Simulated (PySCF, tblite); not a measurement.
**C₄H₉ClSi₂: dynamics, then NMR shifts on frames**

How do NMR shifts of C₄H₉ClSi₂ (`C[C@@H](Cl)[SiH2]C#C[SiH3]`) change as the atoms move?

Computed with tblite 0.8.0 and PySCF 2.14.0, with density-fitted response routines of our own, on a single molecule in the gas phase. Atoms count from 0, in the outputs and in this text.

### Step 1. The starting structure

16 atoms, charge 0, multiplicity 1; geometry from: GFN2-xTB.

Bonds of the start (Å): C0–C1 1.52, C1–Cl2 1.80, C1–Si3 1.92, Si3–C4 1.85, C4–C5 1.21, C5–Si6 1.85, C0–H7 1.09, C0–H8 1.09, C0–H9 1.09, C1–H10 1.09, Si3–H11 1.46, Si3–H12 1.46, Si6–H13 1.47, Si6–H14 1.46, Si6–H15 1.46.

### Step 2. Dynamics with GFN2-xTB

Job settings and geometry (Å):

```
{"job": {"kind": "md", "xc": "GFN2-xTB", "basis": "xTB", "temperature": 400, "steps": 2000, "every": 50, "frames": 5}, "charge": 0, "multiplicity": 1}
C     -2.109603     1.009988     0.205810
C     -1.812343    -0.276646     0.948542
Cl    -3.365417    -1.088154     1.367782
Si    -0.774356    -1.544016    -0.053519
C      0.841774    -0.709372    -0.393529
C      1.900145    -0.159860    -0.608087
Si     3.513958     0.691251    -0.924803
H     -1.171641     1.514810    -0.019913
H     -2.730930     1.676505     0.802616
H     -2.626035     0.804208    -0.729439
H     -1.347241    -0.047739     1.909314
H     -0.569771    -2.737432     0.768440
H     -1.476202    -1.828771    -1.306812
H      3.226333     1.963621    -1.592350
H      4.165226     0.918377     0.367498
H      4.328504    -0.177826    -1.776762
```

With the program's defaults for keys left out, this is: GFN2-xTB Langevin dynamics, gas phase.

Command:

```sh
> OMP_NUM_THREADS=1 python probes_run.py task.json out
```

This one command runs all jobs of the session in turn.

The program printed:

```text
t/fs     T/K      E/eV
    0.0   325.3   -573.91012
   25.0   210.0   -573.61400
   50.0   194.4   -573.49229
   75.0   295.3   -573.44745
  100.0   268.5   -573.48914
  125.0   325.0   -573.49725
  150.0   267.1   -573.28133
  175.0   297.9   -573.50064
  200.0   383.0   -573.37952
  225.0   358.6   -573.34473
  250.0   344.4   -573.14870
  275.0   405.8   -573.04556
  300.0   477.0   -573.14157
  325.0   383.7   -572.96337
  350.0   389.5   -572.97848
  375.0   385.2   -573.05757
  400.0   444.3   -573.42708
  425.0   405.2   -573.28157
  450.0   374.8   -573.39459
  475.0   280.2   -573.21789
  500.0   306.8   -573.31136
  525.0   336.5   -573.45033
  550.0   279.9   -573.16274
  575.0   282.3   -573.21171
  600.0   199.2   -573.11773
  625.0   440.7   -573.49001
  650.0   281.3   -573.30734
  675.0   360.9   -573.46170
  700.0   412.9   -573.33606
  725.0   381.3   -573.20188
  750.0   323.1   -573.27268
  775.0   401.0   -573.31872
  800.0   338.9   -573.07972
  825.0   359.6   -573.16592
  850.0   379.4   -573.32237
  875.0   295.0   -573.10347
  900.0   559.9   -573.39344
  925.0   349.3   -572.98938
  950.0   445.5   -573.11880
  975.0   340.8   -573.26252
 1000.0   264.1   -573.31032
```

It took 55 s on 1 thread of Intel Xeon at 2.50GHz, shared host; peak memory 0.18 GiB.

Distance from the start (root mean square after alignment): 0 fs 0.00 Å, 200 fs 0.36 Å, 400 fs 0.21 Å, 600 fs 0.37 Å, 800 fs 0.99 Å, 1000 fs 0.79 Å.

Positions (Å) and forces (eV/Å) at 1000 fs:

```xyz
16

C    -1.485    1.264    1.639   -2.188   -1.523   -0.684
C    -1.596   -0.226    1.974    1.049    0.283    1.020
Cl   -3.141   -0.698    2.704   -0.337    0.128    0.173
Si   -1.510   -1.204    0.339   -0.078   -0.038   -0.359
C     0.119   -0.787   -0.428   -1.418   -0.609    0.614
C     1.239   -0.386   -0.566    1.824    0.669   -0.375
Si    2.859    0.534   -0.707   -2.208    1.069   -0.271
H    -0.484    1.373    1.366    1.252    0.687   -0.703
H    -1.820    1.988    2.332    0.053    0.337    1.320
H    -2.219    1.356    0.831    0.570    0.584   -0.443
H    -0.820   -0.446    2.745   -0.457   -0.185   -0.479
H    -1.855   -2.595    0.511    0.169   -0.376    0.160
H    -2.566   -0.599   -0.459   -0.186    0.095   -0.249
H     2.823    1.280   -1.957    0.107   -0.029   -0.200
H     2.692    1.485    0.382    0.126    0.245    0.268
H     3.966   -0.260   -0.513    1.724   -1.339    0.209
```

### Step 3. Shielding tensors: 250 fs, PBE0/pcSseg-1

Job settings and geometry (Å):

```
{"job": {"kind": "nmr", "xc": "PBE0", "basis": "pcSseg-1", "pop": false}, "charge": 0, "multiplicity": 1}
C     -2.237500     0.724200     0.353700
C     -2.151500    -0.497600     1.305400
Cl    -3.690400    -1.098100     1.768600
Si    -1.214200    -1.978700     0.440400
C      0.432300    -1.163600    -0.075300
C      1.366400    -0.431400    -0.450400
Si     2.848100     0.263600    -1.268400
H     -1.165900     1.021700     0.002400
H     -2.581900     1.595300     0.865200
H     -2.872700     0.472300    -0.515000
H     -1.532500    -0.225700     2.095300
H     -0.978500    -2.876700     1.564400
H     -2.047100    -2.488800    -0.628200
H      2.171500     1.588700    -1.859700
H      3.782900     0.686000    -0.308200
H      3.539800    -0.497100    -2.378700
```

Method: GIAO PBE0/pcSseg-1 NMR shielding, non-relativistic, gas phase.

The program printed:

```text
coarse grid: 14800 points
cycle   1  E = -1196.2087780018  dE =  3.676e-01  |g| = 3.867e-01  |ddm| = 3.651e+00
cycle   2  E = -1196.2068945971  dE =  1.883e-03  |g| = 3.928e-01  |ddm| = 9.275e-01
cycle   3  E = -1196.2472539712  dE = -4.036e-02  |g| = 7.978e-02  |ddm| = 5.211e-01
cycle   4  E = -1196.2479894317  dE = -7.355e-04  |g| = 6.225e-02  |ddm| = 1.057e-01
cycle   5  E = -1196.2489565331  dE = -9.671e-04  |g| = 1.135e-02  |ddm| = 5.048e-02
cycle   6  E = -1196.2489919836  dE = -3.545e-05  |g| = 1.926e-03  |ddm| = 1.622e-02
cycle   7  E = -1196.2489927485  dE = -7.649e-07  |g| = 3.590e-04  |ddm| = 2.583e-03
final grid: 128784 points
cycle   8  E = -1196.2907018793  dE = -2.810e-05  |g| = 5.960e-03  |ddm| = 2.618e-02
cycle   9  E = -1196.2906981964  dE =  3.683e-06  |g| = 6.738e-03  |ddm| = 1.158e-02
cycle  10  E = -1196.2907100356  dE = -1.184e-05  |g| = 9.915e-04  |ddm| = 6.973e-03
cycle  11  E = -1196.2907102253  dE = -1.897e-07  |g| = 3.157e-04  |ddm| = 1.145e-03
cycle  12  E = -1196.2907102450  dE = -1.976e-08  |g| = 1.534e-04  |ddm| = 3.409e-04
cycle  13  E = -1196.2907102508  dE = -5.770e-09  |g| = 4.011e-05  |ddm| = 1.350e-04
cycle  14  E = -1196.2907102512  dE = -4.031e-10  |g| = 8.176e-06  |ddm| = 4.346e-05
converged SCF energy = -1196.2907102512

GIAO shielding tensors (ppm)
atom      isotropic    diamagn.    paramagn.     s11        s22        s33       span
  0 C      157.906     250.936     -93.029    135.864    157.869    179.987     44.122
  1 C      151.758     253.795    -102.037    124.626    146.557    184.092     59.466
  2 Cl     888.751    1144.363    -255.611    762.121    855.872   1048.261    286.140
  3 Si     403.788     881.387    -477.600    375.196    400.331    435.836     60.639
  4 C       55.290     272.292    -217.002    -55.418    -32.008    253.298    308.716
  5 C       68.556     260.625    -192.069    -34.929    -18.913    259.509    294.437
  6 Si     448.072     880.469    -432.397    412.049    452.336    479.833     67.785
  7 H       27.717      32.947      -5.230     21.619     27.323     34.208     12.589
  8 H       30.073      31.188      -1.115     25.978     27.852     36.391     10.414
  9 H       29.904      31.278      -1.374     26.896     27.681     35.136      8.240
 10 H       30.000      34.247      -4.247     25.472     29.378     35.150      9.678
 11 H       27.379      28.880      -1.502     23.558     26.178     32.401      8.843
 12 H       27.693      29.335      -1.642     24.407     26.622     32.049      7.641
 13 H       25.723      27.480      -1.757     22.128     25.125     29.915      7.786
 14 H       28.336      29.512      -1.175     24.551     26.553     33.906      9.355
 15 H       26.590      27.018      -0.428     23.302     24.917     31.550      8.248
```

It took 88 s on 1 thread of Intel Xeon at 2.50GHz, shared host; peak memory 0.83 GiB.

Shifts follow as δ = σ(reference) − σ, with reference shieldings (ppm) from runs at the same level and on the same kind of geometry: 1H TMS 31.72, 13C TMS 186.9, 29Si TMS 349.2, 35Cl HCl 950. The references are single molecules in the gas phase. Each atom is listed at this fixed geometry, with no averaging over motion; a spectrum would average atoms that exchange fast.

```
atoms                                environment  σ (ppm)  δ (ppm)
   C4                              alkyne carbon     55.3    131.6
   C5                              alkyne carbon     68.6    118.4
   C1                 sp3 CH bonded to Cl and Si    151.8     35.2
   C0                              methyl carbon    157.9     29.0
  H13          hydrogen on a silicon bonded to C    25.72     5.99
  H15          hydrogen on a silicon bonded to C    26.59     5.13
  H11        hydrogen on a silicon bonded to 2 C    27.38     4.34
  H12        hydrogen on a silicon bonded to 2 C    27.69     4.02
   H7                hydrogen on a methyl carbon    27.72     4.00
  H14          hydrogen on a silicon bonded to C    28.34     3.38
   H9                hydrogen on a methyl carbon    29.90     1.81
  H10  hydrogen on an sp3 CH bonded to Cl and Si    30.00     1.72
   H8                hydrogen on a methyl carbon    30.07     1.64
  Cl2                       chlorine bonded to C      889       61
  Si3                 silicon bonded to 2 C, 2 H    403.8    -54.6
  Si6                   silicon bonded to C, 3 H    448.1    -98.9
```

The fields below are evaluated on a grid from the run's orbitals.

Frontier orbitals at PBE0/pcSseg-1, with the share of their density that lies nearest to each atom:

```
orbital  energy (eV)                                                   lies on
   HOMO        -7.59                                Cl2 35 %; C1 18 %; C5 12 %
   LUMO        -1.23  C4, C5 about 26 % each; Si3, Si6 about 9 % each; H15 9 %
```

ELF in a plane through or near 8 of the atoms.

Ten even steps from ' ' (0.00) to '@' (1.00):
```
                                                        
                                                        
                                                        
                                  ::::                  
            --++--              ==@@@@++                
          ++@@@@@@==      ++##==**@@@@%%                
        ..**@@@@@@++      @@@@@@**@@@@++                
        ..++@@@@@@::      ##@@@@::..++    --==::        
        ..::====++::--==    ####**%%%%..**%%%%++..      
        ::::++##..%%####**::    ==**==**++==%%**..      
      ..++++==##::%%--**##**--::####++##..####++..      
      --##%%==..####::%%==--%%::--@@**==****%%==        
      ::####++::--++**%%::####::##..::..%%%%**--        
        ::--..    ::==**####==  ..++--  --++--..        
                  ..::====----**%%@@**    ..            
                            ::##@@@@##                  
                              ==####==                  
                                ..                      
                                                        
                                                        
```
The map spans 14.2 Å across and 10.3 Å up, centred on the molecule. Atoms in the plane (x, y in Å): C0 (1.6, 1.4), Cl2 (3.8, -0.3), Si3 (1.1, -1.5), C4 (-0.7, -1.0), C5 (-1.8, -0.4), Si6 (-3.5, 0.0), H7 (0.5, 1.5), H8 (2.0, 2.2).

log10 of the density (e/Å³) in the same plane.

Ten even steps from ' ' (-4.0) to '@' (1.6):
```
                                                        
                                                        
                                ......                  
          ..........        ..::::----::..              
        ..::------::..  ..::----==++++==::..            
      ..::--======--::..::--==++**##**++--::..          
      ::--==++++++==--::--==****######++----::::        
    ..::--++******====--==++########**++======--::      
    ..--==++******++++++====++**######******++==--..    
  ..::--++**%%@@****##****++++++**##########**++--::    
  ..::==++**%%@@**##%%####**++++**######%%@@##++==::    
  ..::==++********######@@##************####**++--::    
  ..::--==++++++++++**######**##@@**++++****++==--..    
    ..::----------==++++********##**++========--::      
      ..::::::::::--======++++******++------::::        
        ..........::::------==++++++==--::....          
                      ..::::----====--::..              
                          ..::::::::::..                
                            ..........                  
                                                        
```
The map spans 14.2 Å across and 10.3 Å up, centred on the molecule. Atoms in the plane (x, y in Å): C0 (1.6, 1.4), Cl2 (3.8, -0.3), Si3 (1.1, -1.5), C4 (-0.7, -1.0), C5 (-1.8, -0.4), Si6 (-3.5, 0.0), H7 (0.5, 1.5), H8 (2.0, 2.2).

On the surface of density 0.002 e/bohr³ the electrostatic potential runs, from the 1st to the 99th percentile, from -0.63 V near Cl2 to 1.31 V near H12.

### Step 4. Nuclear shieldings: 425 fs, PBE0/pcSseg-1

Job settings and geometry (Å):

```
{"job": {"kind": "nmr", "xc": "PBE0", "basis": "pcSseg-1", "pop": false}, "charge": 0, "multiplicity": 1}
C     -2.734000     0.892100     0.904100
C     -2.570100    -0.365000     1.677000
Cl    -4.176400    -1.037000     2.193400
Si    -1.647700    -1.779000     0.766800
C     -0.056800    -0.957100     0.176000
C      0.827400    -0.823000    -0.631600
Si     2.509800    -0.130000    -1.289500
H     -1.794800     1.129600     0.475500
H     -2.984800     1.615400     1.640800
H     -3.521100     0.880600     0.136700
H     -1.951600    -0.148500     2.643800
H     -1.503000    -2.971800     1.624100
H     -2.502700    -1.987900    -0.358400
H      2.123300     1.119200    -1.828500
H      3.342000     0.160700    -0.053300
H      3.169800    -1.116800    -2.178600
```

Level: GIAO PBE0/pcSseg-1 NMR shielding, non-relativistic, gas phase.

The program printed:

```text
coarse grid: 14800 points
cycle   1  E = -1196.2013547327  dE =  3.914e-01  |g| = 4.418e-01  |ddm| = 3.614e+00
cycle   2  E = -1196.1968829292  dE =  4.472e-03  |g| = 4.562e-01  |ddm| = 1.104e+00
cycle   3  E = -1196.2526808394  dE = -5.580e-02  |g| = 4.689e-02  |ddm| = 6.310e-01
cycle   4  E = -1196.2531415007  dE = -4.607e-04  |g| = 2.882e-02  |ddm| = 8.532e-02
cycle   5  E = -1196.2533040590  dE = -1.626e-04  |g| = 1.420e-02  |ddm| = 3.121e-02
cycle   6  E = -1196.2533538158  dE = -4.976e-05  |g| = 3.647e-03  |ddm| = 1.337e-02
cycle   7  E = -1196.2533568532  dE = -3.037e-06  |g| = 1.079e-03  |ddm| = 3.656e-03
final grid: 128784 points
cycle   8  E = -1196.2941784379  dE = -2.482e-05  |g| = 7.034e-03  |ddm| = 2.138e-02
cycle   9  E = -1196.2941690023  dE =  9.436e-06  |g| = 9.059e-03  |ddm| = 1.414e-02
cycle  10  E = -1196.2941902737  dE = -2.127e-05  |g| = 1.425e-03  |ddm| = 8.861e-03
cycle  11  E = -1196.2941906347  dE = -3.610e-07  |g| = 6.497e-04  |ddm| = 1.612e-03
cycle  12  E = -1196.2941907360  dE = -1.013e-07  |g| = 1.701e-04  |ddm| = 5.537e-04
cycle  13  E = -1196.2941907432  dE = -7.138e-09  |g| = 2.992e-05  |ddm| = 1.507e-04
cycle  14  E = -1196.2941907434  dE = -2.151e-10  |g| = 7.183e-06  |ddm| = 4.543e-05
converged SCF energy = -1196.2941907434

GIAO shielding tensors (ppm)
atom      isotropic    diamagn.    paramagn.     s11        s22        s33       span
  0 C      167.571     247.349     -79.779    145.628    169.321    187.763     42.135
  1 C      132.961     252.012    -119.051    105.190    120.308    173.384     68.193
  2 Cl     818.266    1143.174    -324.908    605.102    775.690   1074.006    468.905
  3 Si     401.299     879.885    -478.586    365.184    400.852    437.862     72.677
  4 C       70.913     267.972    -197.059    -32.842    -25.567    271.148    303.990
  5 C       63.487     272.412    -208.925    -42.548    -26.346    259.356    301.904
  6 Si     436.430     880.489    -444.059    419.672    429.429    460.189     40.517
  7 H       30.514      33.966      -3.452     24.349     29.955     37.238     12.889
  8 H       30.039      29.889       0.150     24.985     28.267     36.864     11.879
  9 H       30.158      29.611       0.547     26.637     28.175     35.663      9.025
 10 H       26.960      29.048      -2.088     23.229     26.118     31.534      8.305
 11 H       27.026      27.790      -0.764     22.971     26.169     31.938      8.966
 12 H       27.714      29.530      -1.816     24.463     27.444     31.234      6.771
 13 H       27.860      30.731      -2.871     24.004     26.906     32.671      8.667
 14 H       26.515      28.716      -2.201     23.129     25.551     30.864      7.735
 15 H       27.224      27.842      -0.618     23.841     25.454     32.377      8.536
```

Wall time 69 s (1 thread of Intel Xeon at 2.50GHz, shared host); peak memory 0.9 GiB.

In short: δ C5 123.4, C4 116.0, C1 54.0, C0 19.4, H14 5.20, H10 4.76 ppm.

### Step 5. Shielding tensors: 625 fs, PBE0/pcSseg-1

Job settings and geometry (Å):

```
{"job": {"kind": "nmr", "xc": "PBE0", "basis": "pcSseg-1", "pop": false}, "charge": 0, "multiplicity": 1}
C     -2.798200     1.050600     0.758700
C     -2.320200    -0.176200     1.549200
Cl    -3.803400    -1.027200     2.238600
Si    -1.570600    -1.561700     0.416100
C     -0.013300    -0.841700    -0.179200
C      1.151100    -0.632500    -0.432700
Si     2.842400    -0.442300    -1.156700
H     -1.915100     1.405400     0.273500
H     -3.141400     1.761200     1.492300
H     -3.594400     0.847300     0.013800
H     -1.796700     0.035400     2.427700
H     -1.461000    -2.913300     0.913700
H     -2.605400    -1.652200    -0.596000
H      2.598000     0.071500    -2.491600
H      3.558100     0.651300    -0.488100
H      3.532200    -1.676300    -1.129800
```

Level: GIAO PBE0/pcSseg-1 NMR shielding, non-relativistic, gas phase.

The program printed:

```text
coarse grid: 14800 points
cycle   1  E = -1196.2165598252  dE =  4.470e-01  |g| = 4.165e-01  |ddm| = 3.647e+00
cycle   2  E = -1196.2152602054  dE =  1.300e-03  |g| = 4.238e-01  |ddm| = 9.202e-01
cycle   3  E = -1196.2620824106  dE = -4.682e-02  |g| = 4.874e-02  |ddm| = 5.012e-01
cycle   4  E = -1196.2625846078  dE = -5.022e-04  |g| = 2.580e-02  |ddm| = 7.526e-02
cycle   5  E = -1196.2627400012  dE = -1.554e-04  |g| = 7.147e-03  |ddm| = 2.550e-02
cycle   6  E = -1196.2627509387  dE = -1.094e-05  |g| = 3.684e-03  |ddm| = 9.482e-03
cycle   7  E = -1196.2627537389  dE = -2.800e-06  |g| = 1.531e-03  |ddm| = 3.572e-03
final grid: 128784 points
cycle   8  E = -1196.3042464666  dE = -2.430e-05  |g| = 7.839e-03  |ddm| = 2.836e-02
cycle   9  E = -1196.3042234879  dE =  2.298e-05  |g| = 1.206e-02  |ddm| = 1.664e-02
cycle  10  E = -1196.3042597321  dE = -3.624e-05  |g| = 2.960e-03  |ddm| = 1.131e-02
cycle  11  E = -1196.3042618362  dE = -2.104e-06  |g| = 6.583e-04  |ddm| = 2.499e-03
cycle  12  E = -1196.3042619374  dE = -1.012e-07  |g| = 1.487e-04  |ddm| = 6.413e-04
cycle  13  E = -1196.3042619427  dE = -5.356e-09  |g| = 2.873e-05  |ddm| = 1.469e-04
cycle  14  E = -1196.3042619429  dE = -1.942e-10  |g| = 7.300e-06  |ddm| = 3.761e-05
converged SCF energy = -1196.3042619429

GIAO shielding tensors (ppm)
atom      isotropic    diamagn.    paramagn.     s11        s22        s33       span
  0 C      162.795     249.481     -86.686    142.790    161.423    184.173     41.383
  1 C      137.645     246.762    -109.117    103.524    130.811    178.599     75.075
  2 Cl     806.820    1143.525    -336.705    584.019    756.227   1080.215    496.197
  3 Si     411.679     880.918    -469.239    346.408    422.931    465.698    119.290
  4 C       69.103     264.285    -195.182    -37.166    -23.021    267.495    304.660
  5 C       66.687     265.470    -198.782    -35.427    -22.588    258.077    293.504
  6 Si     450.414     882.050    -431.636    435.939    443.971    471.331     35.392
  7 H       30.407      33.357      -2.949     24.612     29.546     37.063     12.451
  8 H       29.799      29.225       0.574     25.243     27.688     36.466     11.223
  9 H       29.778      29.125       0.652     26.726     27.709     34.898      8.172
 10 H       28.794      31.672      -2.877     23.951     28.576     33.857      9.906
 11 H       27.224      28.347      -1.122     23.181     26.411     32.082      8.901
 12 H       27.827      29.612      -1.784     24.878     27.346     31.259      6.381
 13 H       27.579      29.599      -2.020     23.935     26.389     32.412      8.477
 14 H       27.613      29.332      -1.719     24.100     26.082     32.657      8.557
 15 H       28.196      29.094      -0.899     24.494     26.551     33.543      9.049
```

Wall time 69 s (1 thread of Intel Xeon at 2.50GHz, shared host); peak memory 0.9 GiB.

Key values: δ C5 120.2, C4 117.8, C1 49.3, C0 24.1, H11 4.49, H13 4.14 ppm.

[end of part 1 of 2]
